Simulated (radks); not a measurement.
# Rb³⁺ in [Ar] 3d10 4s2 4p3 5p1: an all-electron calculation

Aim: the levels, the sizes of the orbitals and the parts of the energy of the rubidium ion Rb3+.

Method: Dirac Kohn-Sham, AM05, spin-unpolarised, spherical densities, finite nucleus; open shells are shared between the two j in proportion to 2j + 1. Code: radks (a radial shooting solver on a logarithmic mesh, Libxc functionals) version 1.

### Step 1. Starting point

| Quantity | Value |
| --- | --- |
| element | rubidium (Z = 37) |
| charge | +3 |
| electrons | 34 |
| configuration | [Ar] 3d10 4s2 4p3 5p1 |
| nuclear rms radius | 4.2036 fm |

The outer shells:

Rb³⁺
```
[Ar] core
3d [↑↓][↑↓][↑↓][↑↓][↑↓]
4s [↑↓]
4p [↑ ][↑ ][↑ ]
5p [↑ ][  ][  ]
```

### Step 2. The run

Settings of this run:

```text
Z 37
configuration [Ar] 3d10 4s2 4p3 5p1
relativity Dirac
functional am05,am05
spin unpolarised
j_filling average
nucleus finite rms 4.2036 fm
c 137.035999084
```

**Question.** What will this run give?

**Answer**, as computed:

| quantity | value |
| --- | --- |
| total energy | -2974.25220 hartree |
| exchange-correlation share of it | 3.23 % |
| −T/E | 1.0283 |
| highest occupied level | 5p3/2, -19.185 eV |
| most extended occupied level | 5p3/2, <r> = 3.61 bohr |
| radius at density 0.001 e/bohr³ | 4.44 bohr |
| maxima of the radial density | 3 |

The radial density shows 3 maxima for 5 occupied principal shells; where shells overlap, one shows as a shoulder or not at all. Relativity lifts −T/E to 1.028. This is not the tabulated ground configuration, so its levels and sizes aren't those of the ground state, and no measured value stands beside it.
